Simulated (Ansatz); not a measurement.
# C₂H₈NSi radical: up Jacob's ladder to CCSD(T)

One table from this session's results is given with a row withheld; the runs are named, their logs left out.

Program: Ansatz 0.2.0, Gaussian basis. Level of theory: functionals in def2-TZVPP, the program's frozen cores in correlated methods. These are calculated values, not measurements.

The runs, in order: LDA (SPW92), PBE-D4, revPBE-D4, BLYP-D4, r2SCAN-D4, B97M-V, PBE0-D4, B3LYP-D4, r2SCANh-D4, r2SCAN0-D4, HSE06-D4, BHLYP-D4, CAM-B3LYP-D4, LC-ωPBE, ωB97X-V, ωB97M-V, B2PLYP, PBE-QIDH; CCSD(T)/def2-SVP; MP2/def2-TZVPP; MP2/def2-QZVPP; RPA on PBE.

1 further run of the same task is left out (it didn't finish).

## The relaxed structure

An earlier PBE0-D4 in a triple-zeta def2 set relaxation fixed the geometry.

SMILES `CN(C)[SiH2]`, 12 atoms, charge 0, spin multiplicity 2.

Atoms are counted from 1 here; the program's logs count them from 0.

Bond lengths: C1–N2 1.441 Å, C1–H5 1.097 Å, C1–H6 1.099 Å, C1–H7 1.091 Å, N2–C3 1.441 Å, N2–Si4 1.724 Å, C3–H8 1.099 Å, C3–H9 1.097 Å, C3–H10 1.091 Å, Si4–H11 1.495 Å, Si4–H12 1.495 Å. Angles: N2–C1–H5 110.4°, N2–C1–H6 112.2°, N2–C1–H7 110.5°, H5–C1–H6 107.6°, H5–C1–H7 107.9°, H6–C1–H7 108.1°, C1–N2–C3 113.9°, C1–N2–Si4 121.8°, C3–N2–Si4 121.8°, N2–C3–H8 112.2°, N2–C3–H9 110.4°, N2–C3–H10 110.5°, H8–C3–H9 107.6°, H8–C3–H10 108.1°, H9–C3–H10 107.9°, N2–Si4–H11 106.6°, N2–Si4–H12 106.7°, H11–Si4–H12 110.7°.

Set-up of the first run:

Input file in.yaml:

```yaml
crystal:
  periodic: [false, false, false]
  atoms:
    - {symbol: C, position_ang: [-0.374340, 1.052125, -0.802338]}
    - {symbol: N, position_ang: [-0.051955, -0.102348, -0.002787]}
    - {symbol: C, position_ang: [1.123312, 0.061853, 0.814412]}
    - {symbol: Si, position_ang: [-1.205791, -1.345200, 0.305153]}
    - {symbol: H, position_ang: [0.455586, 1.292108, -1.478814]}
    - {symbol: H, position_ang: [-0.569558, 1.941737, -0.187280]}
    - {symbol: H, position_ang: [-1.259073, 0.859533, -1.411774]}
    - {symbol: H, position_ang: [1.019283, 0.889764, 1.529658]}
    - {symbol: H, position_ang: [1.998306, 0.273378, 0.187038]}
    - {symbol: H, position_ang: [1.327067, -0.850403, 1.377920]}
    - {symbol: H, position_ang: [-1.956297, -1.558672, -0.970509]}
    - {symbol: H, position_ang: [-0.429538, -2.569173, 0.673322]}
basis:
  gaussian: {orbitals: def2-TZVPP}
magnetization: {spin_polarized: true, initial_magnetization: 1}
hamiltonian: {xc: lda}
output: {orbitals: {seedname: orbitals}}
```

Steps of the session up to this table: LDA; PBE-D4 (GGA); revPBE-D4 (GGA); BLYP-D4 (GGA); r2SCAN-D4 (meta-GGA); B97M-V (meta-GGA); PBE0-D4 (hybrid); B3LYP-D4 (hybrid); r2SCANh-D4 (hybrid); r2SCAN0-D4 (hybrid); HSE06-D4 (hybrid); BHLYP-D4 (hybrid); CAM-B3LYP-D4 (range-separated); LC-ωPBE (range-separated); ωB97X-V (range-separated); ωB97M-V (range-separated); B2PLYP (double hybrid); PBE-QIDH (double hybrid).

One table of the session follows, with a row left open; its other results are not shown here.

It belongs to the step «Frontier levels by functional». 

```
  functional  HOMO (eV)  LUMO (eV)  gap (eV)
 LDA (SPW92)      -3.89      -2.94      0.95
      PBE-D4      -3.93      -2.59      1.34
   revPBE-D4      -3.92      -2.48      1.43
     BLYP-D4      -3.76      -2.61      1.15
   r2SCAN-D4      -4.24      -2.19      2.06
      B97M-V      -4.10      -2.71      1.39
     PBE0-D4      -5.07      -1.70      3.37
    B3LYP-D4      -4.82      -2.08      2.74
  r2SCANh-D4      -4.67      -1.88      2.79
  r2SCAN0-D4      -5.31      -1.42      3.89
    HSE06-D4      -4.68      -2.08      2.60
    BHLYP-D4      -6.07      -0.93      5.14
CAM-B3LYP-D4          ?          ?         ?
     LC-ωPBE      -7.66       0.54      8.20
     ωB97X-V      -7.22       0.05      7.27
     ωB97M-V      -6.90      -0.13      6.77
```

Q: Estimate the row for CAM-B3LYP-D4 from the others.

As computed: HOMO (eV): -6.30; LUMO (eV): -0.82; gap (eV): 5.48. In the column «HOMO (eV)» it lies between ωB97M-V (-6.90) and BHLYP-D4 (-6.07).
